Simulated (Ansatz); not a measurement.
This script makes a formation energy from the elements of SnPt3 and its elements with Ansatz's Python interface.

`run_formation.py`:
```python
'''Heat of formation of SnPt3 at zero temperature, after relaxing atoms and volume at fixed cell shape.'''

from collections import Counter
import warnings

import ansatz as az
import numpy as np

XC = 'r2SCAN'
ECUT = 550
K_SPACING = 0.3
FILLING = 'fermi_dirac'
WIDTH_EV = 0.05

PHASES = {
    'SnPt3': (
        [(4.0, 0.0, 0.0), (0.0, 4.0, 0.0), (0.0, 0.0, 4.0)],
        [
            ('Sn', (0.0, 0.0, 0.0)),
            ('Pt', (0.0, 0.5, 0.5)),
            ('Pt', (0.5, 0.0, 0.5)),
            ('Pt', (0.5, 0.5, 0.0)),
        ],
    ),
    'Sn': (
        [(0.0, 3.2333428, 3.2333428), (3.2333428, 0.0, 3.2333428), (3.2333428, 3.2333428, 0.0)],
        [
            ('Sn', (0.0, 0.0, 0.0)),
            ('Sn', (0.25, 0.25, 0.25)),
        ],
    ),
    'Pt': (
        [(0.0, 1.9609, 1.9609), (1.9609, 0.0, 1.9609), (1.9609, 1.9609, 0.0)],
        [
            ('Pt', (0.0, 0.0, 0.0)),
        ],
    ),
}


def build(vectors, sites):
    crystal = az.Crystal(lattice=az.Lattice.of(vectors))
    for symbol, position in sites:
        crystal = crystal.atom(symbol, position)
    return crystal


def ground_state(name, crystal):
    calc = (
        crystal.calculation()
        .functional(XC)
        .basis(ECUT)  # plane waves up to this kinetic energy
        .kpoints(spacing=K_SPACING)
        .occupations(FILLING, width=WIDTH_EV)
        .stress()
    )
    calc = calc.relax(force_tolerance=0.01, max_steps=40, fix_cell=['shape'])
    return calc.run()


def counts(outcome):
    return Counter(site.symbol for site in outcome.lattice.sites)

def formation_energy(outcome, mu):
    n = counts(outcome)
    return (outcome.report['energy_sigma0_ev'] - sum(k * mu[element] for element, k in n.items())) / sum(n.values())


def volume_per_atom(outcome):
    return abs(np.linalg.det(outcome.lattice.cell_ang)) / len(outcome.lattice.sites)

warnings.simplefilter('ignore', az.DeckWarning)

phases = {name: build(*cell) for name, cell in PHASES.items()}

done = {}
for name, crystal in phases.items():
    done[name] = ground_state(name, crystal)
    print(f'{name}: {done[name].report["energy_sigma0_ev"]:.4f} eV, {len(done[name].lattice.sites)} atoms')

# chemical potentials of the elements at zero temperature
references = {'Sn': 'Sn', 'Pt': 'Pt'}
mu = {element: done[name].report['energy_sigma0_ev'] / len(done[name].lattice.sites) for element, name in references.items()}

target = done['SnPt3']
heat = formation_energy(target, mu)
for element, value in mu.items():
    print(f'mu({element}) = {value:.4f} eV from {references[element]}, {volume_per_atom(done[references[element]]):.2f} A^3/atom')
print(f'formation energy of SnPt3: {heat:.4f} eV/atom = {96.4853 * heat:.1f} kJ/mol of atoms')
```

Is SnPt3 bound against its elements at this level, and by how much?

The formation energy is -0.410 eV an atom (-39.6 kJ per mole of atoms), so SnPt3 lies below the reference phases.

The output:

```console
$ python run_formation.py
SnPt3: -43650.5796 eV, 4 atoms
Sn: -12077.2483 eV, 2 atoms
Pt: -12536.7711 eV, 1 atoms
mu(Sn) = -6038.6242 eV from Sn, 35.45 A^3/atom
mu(Pt) = -12536.7711 eV from Pt, 15.30 A^3/atom
formation energy of SnPt3: -0.4105 eV/atom = -39.6 kJ/mol of atoms
```

Reading the output:
- Absolute energies stand on the zero of these potentials, so only differences at equal settings mean something.
- No spin polarisation was allowed.
- For the metals among these phases the mesh is modest: differences between phases can be off by up to 40 meV an atom.
- Atoms and volume are relaxed with the cell's shape held, which in cells of lower than cubic symmetry can hide stresses and shift volumes.
- Spin-orbit coupling, which matters for elements this heavy, is left out.
- The cells come from databases of deposited and of computed structures, and not all need be stable phases.
- The compound is the structure given, not necessarily its lowest; energies are at zero temperature, with no correction for gases. A semilocal functional's error on such energies is often 0.05 to 0.1 eV an atom, and 0.1 to 0.3 eV against gases such as O2 or F2.
- Run time: 51 s on 1 thread of Intel(R) Xeon(R) Platinum 8488C (Sapphire Rapids) (shared host), peak memory 0.66 GiB.
